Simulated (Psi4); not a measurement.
# CH6Sn (SnMeH3) at revPBE/def2-SVP (core potential)

What is the energy change on altering one bond length of CH6Sn (SnMeH3) at revPBE/def2-SVP (core potential)? 

Program for the calculation: Psi4 1.11.

8 further runs of the same task are left out: 7 that didn't finish, 1 set aside as unsound or not needed.

## 1. The structure to begin with

CH6Sn has 8 atoms, charge 0, and is taken as a singlet. SMILES: `[H][Sn]([H])([H])[CH3]`. Geometry: a GFN2-xTB relaxation, a rough one for these elements and not checked as a minimum.

Bond lengths: Sn1–C2 2.146 Å, C2–H3 1.084 Å, C2–H4 1.084 Å, C2–H5 1.084 Å, Sn1–H6 1.658 Å, Sn1–H7 1.658 Å, Sn1–H8 1.658 Å. Some angles: Sn1–C2–H3 110.5°, Sn1–C2–H4 110.5°, Sn1–C2–H5 110.5°, C2–Sn1–H6 111.7°, C2–Sn1–H7 111.6°, C2–Sn1–H8 111.7°, H3–C2–H4 108.4°, H3–C2–H5 108.5°, H4–C2–H5 108.5°, H6–Sn1–H7 107.2°.

## 2. A single-point energy at revPBE/def2-SVP (core potential)

Contents of job.in:

```
memory 1600 MB

molecule molecule1 {
  Sn    -0.000920     0.003050    -0.985350
  C      0.001870    -0.004250     1.160290
  H     -1.011380     0.046020     1.542100
  H      0.553080     0.847680     1.541410
  H      0.465660    -0.908820     1.535730
  H      1.538140    -0.016350    -1.601740
  H     -0.754420     1.350160    -1.591220
  H     -0.792040    -1.317480    -1.601220
  symmetry c1
}

set basis def2-SVP
set puream true
set e_convergence 1e-09
set d_convergence 1e-08
set scf_type pk
set dft_radial_points 99
set dft_spherical_points 590

e, wfn = energy('revpbe', return_wfn=True)
oeprop(wfn, 'MULLIKEN_CHARGES', 'LOWDIN_CHARGES', 'QUADRUPOLE')
```

On the command line:

```sh
$ psi4 -i job.in -o job.out -n 1
```

job.out:

```text
[...]
    !!!  WARNING: ECP capability is in beta. Please check occupations closely.  !!!
[...]
  Running in c1 symmetry.
[...]
  Nuclear repulsion =   81.073786860285239
[...]
  Multiplicity = 1
[...]
  Nalpha       = 17
  Nbeta        = 17
[...]
    Number of basis functions: 70
[...]
   @RKS iter   1:  -255.59793048117652   -1.06913e+00   1.16258e-02 ADIIS/DIIS
[...]
   @RKS iter  11:  -255.97115072570185   -4.26326e-13   3.49158e-09 DIIS
[...]
    Orbital Energies [Eh]
    ---------------------
    Doubly Occupied:
       1A     -9.903927     2A     -4.882083     3A     -3.262336
       4A     -3.262336     5A     -3.261737     6A     -0.927799
       7A     -0.927793     8A     -0.926132     9A     -0.922045
      10A     -0.922040    11A     -0.618790    12A     -0.456094
      13A     -0.359851    14A     -0.359624    15A     -0.276494
      16A     -0.276378    17A     -0.264953
[...]
  @RKS Final Energy:  -255.97115072570185
   => Energetics <=
    Nuclear Repulsion Energy =             81.0737868602852387
    One-Electron Energy =                -592.3044345013604470
    Two-Electron Energy =                 280.9882129091943170
    DFT Exchange-Correlation Energy =     -25.7287159938209520
    Empirical Dispersion Energy =           0.0000000000000000
    VV10 Nonlocal Energy =                  0.0000000000000000
    Total Energy =                       -255.9711507257018468
[...]
 Multipole Moments:
 ------------------------------------------------------------------------------------
     Multipole            Electronic (a.u.)      Nuclear  (a.u.)        Total (a.u.)
 ------------------------------------------------------------------------------------
 L = 1.  Multiply by 2.5417464519 to convert [e a0] to [Debye]
 Dipole X            :         -0.0205155            0.0225172            0.0020017
 Dipole Y            :          0.0648686           -0.0662431           -0.0013745
 Dipole Z            :        -20.1530348           20.4845205            0.3314857
 Magnitude           :                                                    0.3314946
 L = 2.  Multiply by 1.3450342976 to convert [e a0^2] to [Debye ang]
 Quadrupole XX       :        -44.0461881           18.2410657          -25.8051224
 Quadrupole XY       :          0.0035935           -0.0044944           -0.0009008
[...]
  Mulliken Charges: (a.u.)
   Center  Symbol    Alpha    Beta     Spin     Total
       1    SN    10.83355 10.83355  0.00000  0.33291
       2     C     3.11911  3.11911  0.00000 -0.23822
       3     H     0.47369  0.47369  0.00000  0.05262
       4     H     0.47373  0.47373  0.00000  0.05254
       5     H     0.47370  0.47370  0.00000  0.05259
       6     H     0.54203  0.54203  0.00000 -0.08406
       7     H     0.54210  0.54210  0.00000 -0.08420
       8     H     0.54209  0.54209  0.00000 -0.08417
   Total alpha = 17.00000, Total beta = 17.00000, Total charge = -0.00000
[...]
```

Run time: 17 s. Hardware: 1 thread of Intel Xeon Platinum 8259CL at 2.50GHz (Skylake/Cascade Lake), shared host; peak memory 1.1 GiB.

## 3. The distorted shape, same level

Contents of ch6sn.xyz:

```xyz
8
CH6Sn
Sn    -0.231761     0.005960    -0.892899
C     -0.228971    -0.001340     1.252741
H     -1.242221     0.048930     1.634551
H      0.322239     0.850590     1.633861
H      0.234819    -0.905910     1.628181
H      1.538140    -0.016350    -1.601740
H     -0.985261     1.353070    -1.498769
H     -1.022881    -1.314570    -1.508769
```

Contents of run.py:

```python
import psi4

psi4.set_memory(1600000000)
psi4.set_num_threads(1)
psi4.set_output_file('ch6sn.out', False)

with open('ch6sn.xyz') as f:
    atoms = ''.join(f.readlines()[2:])
geom = psi4.geometry('0 1\n' + atoms + 'symmetry c1')

psi4.set_options({
    'basis': 'def2-SVP',
    'puream': True,
    'e_convergence': 1e-09,
    'd_convergence': 1e-08,
    'scf_type': 'pk',
    'dft_radial_points': 99,
    'dft_spherical_points': 590,
})

e_tot = psi4.energy('revpbe', molecule=geom)
print('E =', round(e_tot, 9))
for k, v in sorted(psi4.core.scalar_variables().items()):
    print(f'{k:45s} {v:18.10f}')
```

On the command line:

```sh
$ python run.py
```

ch6sn.out:

```text
[...]
    !!!  WARNING: ECP capability is in beta. Please check occupations closely.  !!!
[...]
  Running in c1 symmetry.
[...]
  Nuclear repulsion =   80.050476062670754
[...]
  Multiplicity = 1
[...]
  Nalpha       = 17
  Nbeta        = 17
[...]
    Number of basis functions: 70
[...]
   @RKS iter   1:  -255.58880522267680   -1.09716e+00   1.16980e-02 DIIS/ADIIS
[...]
   @RKS iter  11:  -255.96737044026332   -3.24007e-12   4.92240e-09 DIIS
[...]
    Orbital Energies [Eh]
    ---------------------
    Doubly Occupied:
       1A     -9.907649     2A     -4.887270     3A     -3.267712
       4A     -3.267233     5A     -3.266684     6A     -0.932531
       7A     -0.931079     8A     -0.929175     9A     -0.926763
      10A     -0.926712    11A     -0.622048    12A     -0.450263
      13A     -0.362879    14A     -0.362458    15A     -0.279978
      16A     -0.270346    17A     -0.260247
[...]
  @RKS Final Energy:  -255.96737044026332
   => Energetics <=
    Nuclear Repulsion Energy =             80.0504760626707537
    One-Electron Energy =                -590.1953362803685650
    Two-Electron Energy =                 279.8660608945843933
    DFT Exchange-Correlation Energy =     -25.6885711171499231
    Empirical Dispersion Energy =           0.0000000000000000
    VV10 Nonlocal Energy =                  0.0000000000000000
    Total Energy =                       -255.9673704402633234
[...]
 Multipole Moments:
 ------------------------------------------------------------------------------------
     Multipole            Electronic (a.u.)      Nuclear  (a.u.)        Total (a.u.)
 ------------------------------------------------------------------------------------
 L = 1.  Multiply by 2.5417464519 to convert [e a0] to [Debye]
 Dipole X            :         -0.5328080            0.3503865           -0.1824215
 Dipole Y            :          0.0714283           -0.0703763            0.0010520
 Dipole Z            :        -19.9353569           20.3532100            0.4178532
 Magnitude           :                                                    0.4559386
[...]
```

On the terminal:

```text
E = -255.96737044
CURRENT ENERGY                                   -255.9673704403
CURRENT REFERENCE ENERGY                         -255.9673704403
DD SOLVATION ENERGY                                 0.0000000000
DFT FUNCTIONAL TOTAL ENERGY                      -255.9673704403
DFT TOTAL ENERGY                                 -255.9673704403
DFT VV10 ENERGY                                     0.0000000000
DFT XC ENERGY                                     -25.6885711171
GRID ELECTRONS ALPHA                               16.9999998926
GRID ELECTRONS BETA                                16.9999998926
GRID ELECTRONS TOTAL                               33.9999997852
NUCLEAR REPULSION ENERGY                           80.0504760627
ONE-ELECTRON ENERGY                              -590.1953362804
PCM POLARIZATION ENERGY                             0.0000000000
PE ENERGY                                           0.0000000000
SCF ITERATION ENERGY                             -255.9673704403
SCF ITERATIONS                                     11.0000000000
SCF TOTAL ENERGY                                 -255.9673704403
TWO-ELECTRON ENERGY                               279.8660608946
XC GRID RADIAL POINTS                              99.0000000000
XC GRID SPHERICAL POINTS                          590.0000000000
XC GRID TOTAL POINTS                           444270.0000000000
```

It took 17 s on 1 thread of Intel Xeon Platinum 8259CL at 2.50GHz (Skylake/Cascade Lake), shared host; peak memory 1.1 GiB.

## 4. What came out

At revPBE/def2-SVP (core potential):

```
                                                          quantity          value
                                         first shape: total energy  -255.97115 Eh
                                        first shape: dipole moment         0.84 D
                                          first shape: HOMO energy       -7.21 eV
                                          first shape: LUMO energy        0.08 eV
                                        first shape: HOMO–LUMO gap        7.29 eV
                                     distorted shape: total energy  -255.96737 Eh
                                    distorted shape: dipole moment         1.16 D
                                      distorted shape: HOMO energy       -7.08 eV
                                      distorted shape: LUMO energy       -0.21 eV
                                    distorted shape: HOMO–LUMO gap        6.87 eV
energy change with the Sn1–H6 bond stretched from 1.658 to 1.907 Å       0.103 eV
```

In words: With the Sn1–H6 bond stretched from 1.658 to 1.907 Å the energy rises by 0.10 eV (2.4 kcal/mol). The first shape isn't relaxed at this level, so the change isn't measured from a minimum. Mulliken charges (first shape) run from -0.24 on C2 to +0.33 on Sn1.
